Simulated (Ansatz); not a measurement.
# Lu (Lu, isolated atom): the cost of one run

Computed with Ansatz 0.2.0 (DFT, plane waves (500 eV) with PBE-made PAW files, scalar-relativistic; functionals as named at each step, unless a step says otherwise).

### Step 1. The system as given

A box of 14.0 × 14.4 × 14.8 Å, with unequal sides, keeps the periodic images far apart.

Coordinates:

```
Lu
1.0
    14.00000    0.00000    0.00000
     0.00000   14.40000    0.00000
     0.00000    0.00000   14.80000
Lu
1
Cartesian
  7.0000 7.2000 7.4000
```

### Step 2. r²SCAN

The run with r²SCAN.

File input.yaml:

```yaml
crystal:
  lattice:
    - [14.0, 0.0, 0.0]
    - [0.0, 14.4, 0.0]
    - [0.0, 0.0, 14.8]
  atoms:
    - { symbol: Lu, position: [0.5, 0.5, 0.5], spin: 1.0 }
  symmetry: { detect: false, time_reversal: true }
hamiltonian:
  xc: r2scan
  pseudopotentials:
    kind: paw
    azcp:
      Lu: "pseudopotentials/Lu.paw.azcp"
basis:
  ecutwfc: 500
  fft_grid_basis: typed
kpoints:
  mp_grid: { grid: [1, 1, 1], shift: [0, 0, 0] }
magnetization:
  spin_polarized: true
scf:
  occupations: { method: fermi_dirac, width: 0.01 }
```

The run is started by

```
> ansatz run input.yaml --threads 4 --pin off --max-ram 10240MiB --backend cpu --events-out ev --progress --plain --runs-dir out
```

Q: Estimate wall time and peak memory on 4 threads of Arm Neoverse N1, shared host.

About 24 min, with a peak of 5.8 GiB.
